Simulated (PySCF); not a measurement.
# BiF3 (BiF3): the cost of one run

Computed with PySCF 2.14.0 and routines of our own; the level stands in each step. Atoms count from 0.

### Step 1. The system as given

4 atoms, charge 0, multiplicity 1; geometry from: GFN2-xTB.

### Step 2. Relaxing the molecule at PBE0-D3(BJ)/def2-SVP

The job: settings as JSON, then the geometry in Å.

```
{"job": {"xc": "PBE0", "basis": "def2-SVP", "d3": "d3bj", "grid": 1, "maxiter": 30, "shake": 0.03, "kind": "geom"}, "charge": 0, "multiplicity": 1}
Bi     0.055690    -0.071380     0.846630
F      1.672930    -0.043210    -0.274060
F     -0.878900     1.468730    -0.317840
F     -0.766430    -1.444590    -0.285190
```

The run is started by

```sh
> OMP_NUM_THREADS=1 python heavy_run.py task.json out
```

One launch serves the whole session: the jobs run in the order shown.

**Question.** How long does this first job take on 1 thread of Arm Neoverse N1, shared host, and how much memory does it need?

About 18 s, with a peak of 0.28 GiB.
